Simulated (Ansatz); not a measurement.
# C2H4AlBrO: small, medium and large basis sets

The task here is to estimate one member of a computed series from the others.

Program: Ansatz 0.2.0, Gaussian basis. Level of theory: one geometry, several basis sets. These are calculated values, not measurements.

Plan: PBE0-D4/def2-SVP; ωB97M-V/def2-SVP; PBE0-D4/def2-QZVPP; ωB97M-V/def2-QZVPP; the functionals' def2-TZVPP values are taken from earlier runs.

### Structure used throughout

An earlier PBE0-D4 in a triple-zeta def2 set relaxation fixed the geometry.

SMILES `[Br][Al]1[CH2]O[CH2]1`, 9 atoms, charge 0, spin multiplicity 1.

Atoms are counted from 1 here; the program's logs count them from 0.

Bond lengths: Br1–Al2 2.254 Å, Al2–C3 1.956 Å, Al2–C5 1.956 Å, C3–O4 1.441 Å, C3–H6 1.095 Å, C3–H7 1.095 Å, O4–C5 1.441 Å, C5–H8 1.095 Å, C5–H9 1.095 Å. Angles: Br1–Al2–C3 142.4°, Br1–Al2–C5 142.4°, C3–Al2–C5 75.2°, Al2–C3–O4 86.5°, Al2–C3–H6 119.5°, Al2–C3–H7 119.4°, O4–C3–H6 110.4°, O4–C3–H7 110.5°, H6–C3–H7 108.1°, C3–O4–C5 111.8°, Al2–C5–O4 86.5°, Al2–C5–H8 119.5°, Al2–C5–H9 119.4°, O4–C5–H8 110.4°, O4–C5–H9 110.5°, H8–C5–H9 108.1°.

Set-up of the first run:

in.yaml

```yaml
crystal:
  periodic: [false, false, false]
  atoms:
    - {symbol: Br, position_ang: [-2.533553, -0.663209, -2.150324]}
    - {symbol: Al, position_ang: [-0.844335, -0.225449, -0.723005]}
    - {symbol: C, position_ang: [0.922586, 0.606946, -0.621360]}
    - {symbol: O, position_ang: [0.923855, 0.229285, 0.768931]}
    - {symbol: C, position_ang: [-0.287510, -0.458006, 1.137395]}
    - {symbol: H, position_ang: [1.766612, 0.144646, -1.144161]}
    - {symbol: H, position_ang: [1.012358, 1.693727, -0.722887]}
    - {symbol: H, position_ang: [-0.059414, -1.462351, 1.509800]}
    - {symbol: H, position_ang: [-0.811998, 0.088210, 1.928611]}
basis:
  gaussian: {orbitals: def2-SVP}
hamiltonian: {xc: pbe0, dispersion: d4}
output: {orbitals: {seedname: orbitals}}
```

Among the steps run: PBE0-D4 in def2-SVP; ωB97M-V in def2-SVP; PBE0-D4 in def2-QZVPP; ωB97M-V in def2-QZVPP.

One of the session's tables, all rows but one given; the rest of the session is left out.

It belongs to the step «Density functionals: the series». 

```
functional       basis  HOMO (eV)
   PBE0-D4    def2-SVP      -7.27
   PBE0-D4  def2-TZVPP          ?
   PBE0-D4  def2-QZVPP      -7.51
   ωB97M-V    def2-SVP      -9.64
   ωB97M-V  def2-TZVPP      -9.84
   ωB97M-V  def2-QZVPP      -9.88
```

Estimate the missing values for PBE0-D4, def2-TZVPP.

**Answer.** HOMO (eV): -7.47. In the column «HOMO (eV)» it lies between PBE0-D4, def2-QZVPP (-7.51) and PBE0-D4, def2-SVP (-7.27).
